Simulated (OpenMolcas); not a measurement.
**Mo⁴⁺ among point charges: CASSCF and CASPT2 levels and susceptibility**

Aim: the splitting of the states of Mo⁴⁺ in the field of 6 point charges, its lowest levels with spin-orbit coupling and its magnetic susceptibility.

Program: OpenMolcas 26.06. Level of theory: state-averaged CASSCF and CASPT2, spin-orbit coupling by RASSI with atomic mean-field integrals. These are calculated values, not measurements, unless marked.

### 1 Starting point

- Species: Mo⁴⁺ (molybdenum, Z = 42, 38 electrons)
- Basis: ANO-RCC-VDZP [6s5p3d1f], 43 functions
- Scalar Hamiltonian: DKH2, point nucleus
- Inactive shells: 1s 2s 2p 3s 3p 3d 4s 4p
- Active space: 2 electrons in 5 orbitals (4d)
- Some configurations of this space: 4d2
- Orbitals: optimised for each spin and parity, averaged over all roots

The outer shells:

4d2
```
4d [↑ ][↑ ][  ][  ][  ]
```

The ion sits among 6 point charges of -0.85 e arranged as a tetragonal octahedron (D4h), 2.06 Å from the ion, with the axial distance 2.431 Å.

Each step is its own input file, run in one work folder so that later steps find the files of earlier ones. Labels, J, g values, rates, χT and fits are worked out afterwards by a script from the matrices that RASSI stores. The input lists half of the charges; inversion (Group=XYZ) makes the rest.

### 2 Basis and integrals

a.inp

```
&GATEWAY
Coord
1

Mo 0.0 0.0 0.0
Basis=ANO-RCC-VDZP
Group=XYZ
NoMove
AngMom=0.0 0.0 0.0
AMFI
XField
3 Angstrom 0
2.060000 0.000000 0.000000 -0.850000
0.000000 2.060000 0.000000 -0.850000
0.000000 0.000000 2.430800 -0.850000
&SEWARD
```

Command:

```bash
$ OMP_NUM_THREADS=1 MOLCAS_MEM=1689 MOLCAS_PROJECT=a pymolcas a.inp > a.log
```

Standard output:

```text
Basis set label: MO.ANO-RCC...6S5P3D1F.

      Electronic valence basis set:
      ------------------
      Associated Effective Charge  42.000000 au
      Associated Actual Charge     42.000000 au
      Nuclear Model: Point charge

      Shell  nPrim  nBasis  Cartesian Spherical Contaminant
         s      21       6        X
         p      18       5        X
         d      13       3                 X
         f       6       1                 X
                  Relativistic Douglas-Kroll-Hess integrals:
                    - DKH order of Hamiltonian: 2
                    - DKH order of Properties : 0
                  Atomic mean-field integrals
```

### 3 Reference wave functions, triplets of even parity, 10 roots

a.inp

```
&RASSCF
FileOrb=start.orb
Symmetry=1
Spin=3
nActEl=2 0 0
Inactive=9 9
Ras2=5 0
CIRoot=10 10 1
SDav=10
CIMx=300
Iter=120 100
PrWF=0.3
OrbListing=Nothing
MaxOrb=0
>>> COPY $Project.JobIph JOB001
```

Command:

```bash
$ OMP_NUM_THREADS=1 MOLCAS_MEM=1689 MOLCAS_PROJECT=a pymolcas a.inp > a.log
```

start.orb holds the contracted functions of the basis, ordered by shell, or the orbitals of the step before.

Standard output, shortened:

```text
[...]
      Number of active orbitals                  5
[...]
      Spin quantum number                      1.0
[...]
      Active orbitals                            5   0
[...]
      Number of CSFs                            10
      Number of root(s) required                10
[...]
      Convergence after  7 iterations
[...]
      Natural orbitals and occupation numbers for root  1
      sym 1:   0.080123   0.919877   0.000000   0.919877   0.080123
      Natural orbitals and occupation numbers for root  2
      sym 1:   0.842819   0.842819   0.157181   0.157181   0.000000
      Natural orbitals and occupation numbers for root  3
      sym 1:   0.842819   0.157181   0.157181   0.842819   0.000000
::    RASSCF root number  1 Total energy:  -4047.48941289
::    RASSCF root number  2 Total energy:  -4047.48516937
::    RASSCF root number  3 Total energy:  -4047.48516937
[...]
::    RASSCF root number  7 Total energy:  -4047.45637454
::    RASSCF root number  8 Total energy:  -4047.42101587
::    RASSCF root number  9 Total energy:  -4047.42101587
::    RASSCF root number 10 Total energy:  -4047.40272111
```

### 4 Reference wave functions, singlets of even parity, 15 roots

a.inp

```
&RASSCF
FileOrb=start.orb
Symmetry=1
Spin=1
nActEl=2 0 0
Inactive=9 9
Ras2=5 0
CIRoot=15 15 1
SDav=15
CIMx=300
Iter=120 100
PrWF=0.3
OrbListing=Nothing
MaxOrb=0
>>> COPY $Project.JobIph JOB002
```

Command:

```bash
$ OMP_NUM_THREADS=1 MOLCAS_MEM=1689 MOLCAS_PROJECT=a pymolcas a.inp > a.log
```

Standard output, shortened:

```text
[...]
      Number of active orbitals                  5
[...]
      Spin quantum number                      0.0
[...]
      Active orbitals                            5   0
[...]
      Number of CSFs                            15
      Number of root(s) required                15
[...]
      Convergence after  6 iterations
[...]
      Natural orbitals and occupation numbers for root  1
      sym 1:   0.000000   0.735282   0.735282   0.264718   0.264718
      Natural orbitals and occupation numbers for root  2
      sym 1:   0.106927   0.893073   0.893073   0.106927  -0.000000
      Natural orbitals and occupation numbers for root  3
      sym 1:   0.342528   0.342528  -0.000000   0.657472   0.657472
::    RASSCF root number  1 Total energy:  -4047.43601598
::    RASSCF root number  2 Total energy:  -4047.43257583
::    RASSCF root number  3 Total energy:  -4047.42826645
[...]
::    RASSCF root number 12 Total energy:  -4047.38818278
::    RASSCF root number 13 Total energy:  -4047.37796672
::    RASSCF root number 14 Total energy:  -4047.37542363
::    RASSCF root number 15 Total energy:  -4047.27485687
```

### 5 RASSI: spin-orbit coupling between the states

a.inp

```
&RASSI
NrOfJobIphs=2 10 15
1 2 3 4 5 6 7 8 9 10
1 2 3 4 5 6 7 8 9 10 11 12 13 14 15
IphNames
JOB001
JOB002
EJob
SpinOrbit
DIPRint=1.0
SOCoupling=1000.0
Subsets=2
Property=9
'ANGMOM' 1 'ANGMOM' 2 'ANGMOM' 3 'MLTPL  1' 1 'MLTPL  1' 2 'MLTPL  1' 3
'AMFI' 1 'AMFI' 2 'AMFI' 3
SOProperty=3
'ANGMOM' 1 'ANGMOM' 2 'ANGMOM' 3
```

Standard output:

```text
SPIN-FREE ENERGIES:
  (Shifted by EMIN (a.u.) =      -4047.4894128947)

 SF State       Relative EMIN(au)   Rel lowest level(eV)    D:o, cm**(-1)      L_eff

     1             0.0000000000        0.0000000000              0.0000         3.0
     2             0.0042435266        0.1154722423            931.3464         3.0
     3             0.0042435266        0.1154722423            931.3464         3.0
     4             0.0135919776        0.3698565529           2983.0943         3.0
     5             0.0184868741        0.5030534729           4057.3999         3.0
     6             0.0184868741        0.5030534729           4057.3999         3.0
     7             0.0330383502        0.8990193095           7251.0797         3.0
    11             0.0533969146        1.4530040675          11719.2681         2.3
    12             0.0568370619        1.5466152442          12474.2932         2.6
    13             0.0611464464        1.6638795695          13420.0938         2.2
    14             0.0611464464        1.6638795695          13420.0938         2.2
    15             0.0667646625        1.8167590184          14653.1497         2.4
     8             0.0683970256        1.8611778811          15011.4120         1.1
     9             0.0683970256        1.8611778811          15011.4120         1.1
    16             0.0829643643        2.2575753604          18208.5733         4.0
    17             0.0829643643        2.2575753604          18208.5733         4.0
    18             0.0843240448        2.2945741529          18506.9886         3.8
    19             0.0850231732        2.3135984059          18660.4296         3.9
    10             0.0866917869        2.3590036977          19026.6480         1.1
    20             0.0967558554        2.6328609542          21235.4557         3.9
    21             0.0967558554        2.6328609542          21235.4557         3.9
    22             0.1012301162        2.7546117907          22217.4424         3.6
    23             0.1114461765        3.0326049549          24459.6085         4.0
    24             0.1139892665        3.1018059578          25017.7522         3.8
    25             0.2145560260        5.8383668957          47089.6047         0.4
     Dipole printing threshold changed to   1.00000000E+00
Eigenvalues of complex Hamiltonian:
   -----------------------------------
  (Shifted by EMIN (a.u.) =      -4047.4894128947)

 SO State       Relative EMIN(au)   Rel lowest level(eV)    D:o, cm**(-1)     J-value

     1            -0.0054728828        0.0000000000              0.0000         2.1
     2            -0.0035876693        0.0512992738            413.7565         2.3
     3            -0.0035876693        0.0512992738            413.7565         2.3
     4            -0.0011530550        0.1175485020            948.0926         1.4
     5             0.0015131812        0.1901004868           1533.2638         2.1
     6             0.0043562437        0.2674641566           2157.2439         2.8
     7             0.0046931046        0.2766306101           2231.1763         2.8
     8             0.0046931046        0.2766306101           2231.1763         2.8
     9             0.0086495050        0.3842897495           3099.5059         3.5
    10             0.0138302657        0.5252654299           4236.5514         2.1
    11             0.0140524556        0.5313115233           4285.3164         2.8
    12             0.0140524556        0.5313115233           4285.3164         2.8
    13             0.0145963394        0.5461113564           4404.6851         2.5
    14             0.0178728992        0.6352710910           5123.8069         3.2
    15             0.0182289495        0.6449597135           5201.9509         2.6
    16             0.0182289495        0.6449597135           5201.9509         2.6
    17             0.0222959651        0.7556288454           6094.5577         1.9
    18             0.0226455150        0.7651405833           6171.2750         2.1
    19             0.0346105778        1.0907265290           8797.3027         2.8
    20             0.0346105778        1.0907265290           8797.3027         2.8
    21             0.0346980348        1.0931063539           8816.4973         3.2
    22             0.0531874878        1.5962300003          12874.4632         1.4
    23             0.0553321535        1.6545893286          13345.1629         1.8
    24             0.0594407974        1.7663912249          14246.9060         1.8
    25             0.0594407974        1.7663912249          14246.9060         1.8
    26             0.0628392935        1.8588690150          14992.7897         1.6
    27             0.0663839314        1.9553235260          15770.7478         1.0
    28             0.0683568984        2.0090106919          16203.7640         1.4
    29             0.0699083433        2.0512276585          16544.2668         1.3
    30             0.0699083433        2.0512276585          16544.2668         1.3
    31             0.0715418992        2.0956789807          16902.7909         1.2
    32             0.0721516836        2.1122720596          17036.6231         1.3
    33             0.0832344332        2.4138490382          19469.0055         3.8
    34             0.0832344332        2.4138490381          19469.0055         3.8
    35             0.0848501756        2.4578156289          19823.6199         3.8
    36             0.0850081338        2.4621138906          19858.2878         3.3
    37             0.0874636083        2.5289307567          20397.2021         1.6
    38             0.0874636083        2.5289307567          20397.2021         1.6
    39             0.0887737464        2.5645814302          20684.7442         2.1
    40             0.0972716067        2.7958199882          22549.8090         2.9
    41             0.0972716067        2.7958199882          22549.8090         2.9
Weights of the five most important spin-orbit-free states for each spin-orbit state.

 SO State  Total energy (au)           Spin-free states, spin, and weights
 -------------------------------------------------------------------------------------------------------
    1        -0.005473       1 1.0  0.6519    2 1.0  0.1448    3 1.0  0.1448    6 1.0  0.0260    5 1.0  0.0260
    2        -0.003588       1 1.0  0.6518    2 1.0  0.2477    3 1.0  0.0450    4 1.0  0.0272    5 1.0  0.0133
    3        -0.003588       1 1.0  0.6518    3 1.0  0.2477    2 1.0  0.0450    4 1.0  0.0272    6 1.0  0.0133
    4        -0.001153       3 1.0  0.3963    2 1.0  0.3963    4 1.0  0.1427    5 1.0  0.0270    6 1.0  0.0270
    5         0.001513       3 1.0  0.4449    2 1.0  0.4449    5 1.0  0.0518    6 1.0  0.0518   11 0.0  0.0050
    6         0.004356       2 1.0  0.4731    3 1.0  0.4731    5 1.0  0.0268    6 1.0  0.0268   23 0.0  0.0003
    7         0.004693       2 1.0  0.5227    1 1.0  0.3084    4 1.0  0.1517    5 1.0  0.0093    7 1.0  0.0054
    8         0.004693       3 1.0  0.5227    1 1.0  0.3084    4 1.0  0.1517    6 1.0  0.0093    7 1.0  0.0054
    9         0.008650       2 1.0  0.3351    3 1.0  0.3351    1 1.0  0.3215   19 0.0  0.0028    6 1.0  0.0023
   10         0.013830       6 1.0  0.3895    5 1.0  0.3895    7 1.0  0.0953    3 1.0  0.0514    2 1.0  0.0514
   11         0.014052       4 1.0  0.6903    3 1.0  0.0917    2 1.0  0.0756    7 1.0  0.0554    6 1.0  0.0440
   12         0.014052       4 1.0  0.6903    2 1.0  0.0917    3 1.0  0.0756    7 1.0  0.0554    5 1.0  0.0440
```

These steps took 4.9 s in all on 1 thread of Intel Xeon Platinum 8375C at 2.90GHz (Ice Lake), shared host.

Spin-free states, with their symmetry labels:

```
state  degeneracy  E (cm-1)  free-ion L (%)
  3A2           1         0          F (97)
   3E           2       931         F (100)
  3B2           1      2983         F (100)
   3E           2      4057          F (98)
  3B1           1      7251         F (100)
  1B2           1     11719          D (90)
  1B1           1     12474          D (75)
   1E           2     13420          D (92)
  1A1           1     14653          D (83)
   3E           2     15011          P (98)
   1E           2     18209         G (100)
  1B2           1     18507          G (90)
  1A1           1     18660          G (92)
  3A2           1     19027          P (97)
   1E           2     21235          G (92)
  1B1           1     22217          G (75)
  1A2           1     24460         G (100)
  1A1           1     25018          G (88)
  1A1           1     47090          S (96)
```

With spin-orbit coupling:

```
E (cm-1)  Degeneracy  Label  2S+1               g
     0.0           1     A1     3                
   413.8           2      E     3  0.00 0.00 2.77
   948.1           1     B1     3                
    1533           1     B2     3                
    2157           1     A2     3                
    2231           2      E     3  0.00 0.00 0.31
    3100           1     A1     3                
    4237           1     B2     3                
    4285           2      E     3  0.00 0.00 2.72
    4405           1     B1     3                
    5124           1     B1     3                
    5202           2      E     3  0.00 0.00 2.24
    6095           1     A2     3                
    6171           1     A1     3                
    8797           2      E     3  0.00 0.00 5.36
    8816           1     B2     3                
   12874           1     B2     1                
   13345           1     B1     1                
   14247           2      E     1  0.00 0.00 1.51
   14993           1     A1     3                
   15771           1     A2     3                
   16204           1     A1     1                
   16544           2      E     3  0.00 0.00 1.82
   16903           1     B2     3
```

Principal g values are given for doublets only; a zero marks a field direction without first-order Zeeman splitting.

Powder χT (cm³ K/mol): 0.00 at 2 K, 0.00 at 5 K, 0.00 at 10 K, 0.01 at 20 K, 0.02 at 50 K, 0.04 at 100 K, 0.07 at 150 K, 0.11 at 200 K, 0.15 at 250 K, 0.19 at 300 K.

### 6 CASPT2: IPEA 0.25, imaginary shift 0.1 (closed shells correlated: 4s 4p)

a.inp

```
>>> COPY JOB001 $Project.JobIph
&CASPT2
Multistate=10 1 2 3 4 5 6 7 8 9 10
NoMult
Frozen=8 6
IPEA=0.25
Imaginary=0.1
MaxIter=60
WThr=0.0 0.3 0.05
PrWF=0.5
NoMix
>>> COPY JOB002 $Project.JobIph
&CASPT2
Multistate=15 1 2 3 4 5 6 7 8 9 10 11 12 13 14 15
NoMult
Frozen=8 6
IPEA=0.25
Imaginary=0.1
MaxIter=60
WThr=0.0 0.3 0.05
PrWF=0.5
NoMix
```

Standard output, shortened:

```text
[...]
      Active orbitals                            5   0
[...]
      E2 (Variational):          -0.1842132638
      Total energy:           -4047.6736261585
[...]
::    CASPT2 Root  1     Total energy:  -4047.67362616
::    CASPT2 Root  2     Total energy:  -4047.66996776
[...]
::    CASPT2 Root 12     Total energy:  -4047.57982749
::    CASPT2 Root 13     Total energy:  -4047.56856560
::    CASPT2 Root 14     Total energy:  -4047.56771712
::    CASPT2 Root 15     Total energy:  -4047.48783863
```

This run took 1.5 s in all on 1 thread of Intel Xeon Platinum 8375C at 2.90GHz (Ice Lake), shared host.

SS-CASPT2: lowest energy less the reference's lowest, -0.1842 hartree; reference weights 0.951 to 0.962.

States without spin-orbit coupling:

```csv
state,degeneracy,E (cm-1),free-ion L (%)
3A2,1,0,F (97)
3E,2,803,F (100)
3B2,1,3277,F (100)
3E,2,4002,F (98)
3B1,1,7590,F (100)
1B2,1,9499,D (90)
1B1,1,10619,D (75)
1E,2,10907,D (92)
1A1,1,12348,D (83)
3E,2,12731,P (98)
1B2,1,16584,G (90)
1E,2,16695,G (100)
3A2,1,17073,P (97)
1A1,1,17167,G (92)
1E,2,19413,G (92)
1B1,1,20586,G (75)
1A2,1,23058,G (100)
1A1,1,23244,G (88)
1A1,1,40776,S (96)
```

With spin-orbit coupling:

```json
{"E (cm-1)": "0", "Degeneracy": "1", "Label": "A1", "2S+1": "3", "g": ""}
{"E (cm-1)": "420", "Degeneracy": "2", "Label": "E", "2S+1": "3", "g": "0.00 0.00 2.69"}
{"E (cm-1)": "920", "Degeneracy": "1", "Label": "B1", "2S+1": "3", "g": ""}
{"E (cm-1)": "1460", "Degeneracy": "1", "Label": "B2", "2S+1": "3", "g": ""}
{"E (cm-1)": "2090", "Degeneracy": "1", "Label": "A2", "2S+1": "3", "g": ""}
{"E (cm-1)": "2260", "Degeneracy": "2", "Label": "E", "2S+1": "3", "g": "0.00 0.00 0.19"}
{"E (cm-1)": "3070", "Degeneracy": "1", "Label": "A1", "2S+1": "3", "g": ""}
{"E (cm-1)": "4200", "Degeneracy": "1", "Label": "B2", "2S+1": "3", "g": ""}
{"E (cm-1)": "4520", "Degeneracy": "2", "Label": "E", "2S+1": "3", "g": "0.00 0.00 2.80"}
{"E (cm-1)": "4570", "Degeneracy": "1", "Label": "B1", "2S+1": "3", "g": ""}
{"E (cm-1)": "5250", "Degeneracy": "2", "Label": "E", "2S+1": "3", "g": "0.00 0.00 2.13"}
{"E (cm-1)": "5250", "Degeneracy": "1", "Label": "B1", "2S+1": "3", "g": ""}
{"E (cm-1)": "6090", "Degeneracy": "1", "Label": "A2", "2S+1": "3", "g": ""}
{"E (cm-1)": "6160", "Degeneracy": "1", "Label": "A1", "2S+1": "3", "g": ""}
{"E (cm-1)": "9140", "Degeneracy": "2", "Label": "E", "2S+1": "3", "g": "0.00 0.00 5.35"}
{"E (cm-1)": "9160", "Degeneracy": "1", "Label": "B2", "2S+1": "3", "g": ""}
{"E (cm-1)": "10780", "Degeneracy": "1", "Label": "B2", "2S+1": "1", "g": ""}
{"E (cm-1)": "11510", "Degeneracy": "1", "Label": "B1", "2S+1": "1", "g": ""}
{"E (cm-1)": "11890", "Degeneracy": "2", "Label": "E", "2S+1": "1", "g": "0.00 0.00 1.45"}
{"E (cm-1)": "12760", "Degeneracy": "1", "Label": "A1", "2S+1": "3", "g": ""}
{"E (cm-1)": "13550", "Degeneracy": "1", "Label": "A2", "2S+1": "3", "g": ""}
{"E (cm-1)": "14000", "Degeneracy": "1", "Label": "A1", "2S+1": "1", "g": ""}
{"E (cm-1)": "14300", "Degeneracy": "2", "Label": "E", "2S+1": "3", "g": "0.00 0.00 1.81"}
{"E (cm-1)": "14700", "Degeneracy": "1", "Label": "B2", "2S+1": "3", "g": ""}
```

Powder χT (cm³ K/mol): 0.00 at 2 K, 0.00 at 5 K, 0.00 at 10 K, 0.01 at 20 K, 0.02 at 50 K, 0.04 at 100 K, 0.07 at 150 K, 0.10 at 200 K, 0.14 at 250 K, 0.18 at 300 K.

### 7 The methods side by side

A. CASSCF
B. SS-CASPT2, IPEA 0.25, imaginary shift 0.1 (closed shells correlated: 4s 4p)

```csv
method,ground state,first state of that spin (cm-1),first gap with spin-orbit (cm-1),χT at 300 K
A,3A2,3E 931.3,413.8,0.19
B,3A2,3E 802.9,421.6,0.18
```

### 8 What came out

| quantity | value |
| --- | --- |
| method | SS-CASPT2, IPEA 0.25, imaginary shift 0.1 (closed shells correlated: 4s 4p) |
| spin-free ground state | 3A2, 1-fold in its orbital part |
| first state of the same spin within the active space | 3E at 803 cm⁻¹ |
| lowest level | 1-fold A1 |
| next level | 421.6 cm⁻¹ |
| χT at 300 K | 0.18 cm³ K/mol |
| effective moment at 300 K | 1.20 μB |

Cost by method:

| method | time of its own steps | time with the reference |
| --- | --- | --- |
| A. CASSCF | 4.9 s | 4.9 s |
| B. SS-CASPT2, IPEA 0.25, imaginary shift 0.1, +4s 4p | 1.5 s | 6.4 s |

Times are of one thread on a shared host.

In words: The spin-free ground state (3A2) comes to 97 % from free-ion F terms and keeps the highest spin of the shell. χT at 300 K is 0.18, against 1.00 cm³ K/mol for the spin alone, so spin-orbit coupling lowers it. The field of point charges can differ much from that of real complexes. This is an electrostatic model: the charges have no orbitals.
